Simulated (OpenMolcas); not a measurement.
**Nb⁴⁺ among point charges: CASSCF and CASPT2 levels and susceptibility**

How does a field of 5 point charges split the states of Nb⁴⁺, and what χT follows?

Method: state-averaged CASSCF and CASPT2, spin-orbit coupling by RASSI with atomic mean-field integrals. Code: OpenMolcas 26.06.

## 1. The atom as given

```
Species                           : Nb⁴⁺ (niobium, Z = 41, 37 electrons)
Basis                             : ANO-RCC-VDZP [6s5p3d1f], 43 functions
Scalar Hamiltonian                : DKH2, point nucleus
Inactive shells                   : 1s 2s 2p 3s 3p 3d 4s 4p
Active space                      : 1 electron in 5 orbitals (4d)
Some configurations of this space : 4d
Orbitals                          : optimised for each spin and parity, averaged over all roots
```

Outer shells as boxes (Hund's rule):

4d
```
4d [↑ ][  ][  ][  ][  ]
```

The ion sits among 5 point charges of -1 e arranged as a trigonal bipyramid (D3h), 2 Å from the ion, with the axial distance 2.100 Å.

The work runs as a chain of OpenMolcas steps in one folder; each step below is one input file. Labels, J, g values, rates, χT and fits are worked out afterwards by a script from the matrices that RASSI stores.

## 2. GATEWAY and SEWARD: basis and integrals

File a.inp:

```
&GATEWAY
Coord
1

Nb 0.0 0.0 0.0
Basis=ANO-RCC-VDZP
Group=NoSym
NoMove
AngMom=0.0 0.0 0.0
AMFI
XField
5 Angstrom 0
2.000000 0.000000 0.000000 -1.000000
-1.000000 1.732051 0.000000 -1.000000
-1.000000 -1.732051 0.000000 -1.000000
0.000000 0.000000 2.100000 -1.000000
0.000000 0.000000 -2.100000 -1.000000
&SEWARD
```

Command:

```sh
$ OMP_NUM_THREADS=1 MOLCAS_MEM=1689 MOLCAS_PROJECT=a pymolcas a.inp > a.log
```

## 3. CASSCF: doublets, 5 roots

File a.inp:

```
&RASSCF
FileOrb=start.orb
Symmetry=1
Spin=2
nActEl=1 0 0
Inactive=18
Ras2=5
CIRoot=5 5 1
SDav=5
CIMx=300
Iter=120 100
PrWF=0.3
OrbListing=Nothing
MaxOrb=0
>>> COPY $Project.JobIph JOB001
```

start.orb holds the contracted functions of the basis, ordered by shell, or the orbitals of the step before.

## 4. RASSI: spin-orbit coupling between the states

File a.inp:

```
&RASSI
NrOfJobIphs=1 5
1 2 3 4 5
IphNames
JOB001
EJob
SpinOrbit
DIPRint=1.0
SOCoupling=1000.0
Subsets=2
Property=9
'ANGMOM' 1 'ANGMOM' 2 'ANGMOM' 3 'MLTPL  1' 1 'MLTPL  1' 2 'MLTPL  1' 3
'AMFI' 1 'AMFI' 2 'AMFI' 3
SOProperty=3
'ANGMOM' 1 'ANGMOM' 2 'ANGMOM' 3
```

## 5. CASPT2: IPEA 0.25, imaginary shift 0.1 (closed shells correlated: 4s 4p)

File a.inp:

```
>>> COPY JOB001 $Project.JobIph
&CASPT2
Multistate=5 1 2 3 4 5
NoMult
Frozen=14
IPEA=0.25
Imaginary=0.1
MaxIter=60
WThr=0.0 0.3 0.05
PrWF=0.5
NoMix
```

(Steps that only read results are left out.)

Before running it: what results should come out? Wanted: spin-free ground state; first state of the same spin within the active space; lowest level; next level.

**Answer**, as computed:

| quantity | value |
| --- | --- |
| method | SS-CASPT2, IPEA 0.25, imaginary shift 0.1 (closed shells correlated: 4s 4p) |
| spin-free ground state | 2E, 2-fold in its orbital part |
| first state of the same spin within the active space | 2E at 1390 cm⁻¹ |
| lowest level | 2-fold E1/2, g = 0.04, 0.63, 0.63 |
| next level | 260.3 cm⁻¹ |
| χT at 300 K | 0.19 cm³ K/mol |
| effective moment at 300 K | 1.22 μB |

Cost by method:

```
                                              method  time of its own steps  time with the reference
                                           A. CASSCF                  1.7 s                    1.7 s
B. SS-CASPT2, IPEA 0.25, imaginary shift 0.1, +4s 4p                 0.72 s                    2.5 s
```

Times are of one thread on a shared host.

The spin-free ground state (2E) comes to 100 % from free-ion D terms and keeps the highest spin of the shell. χT at 300 K is 0.19, against 0.38 cm³ K/mol for the spin alone, so orbital moment lowers it. CASPT2 does not keep the components of a term degenerate, and the means are used. The field of point charges can differ much from that of real complexes. This is an electrostatic model: the charges have no orbitals.
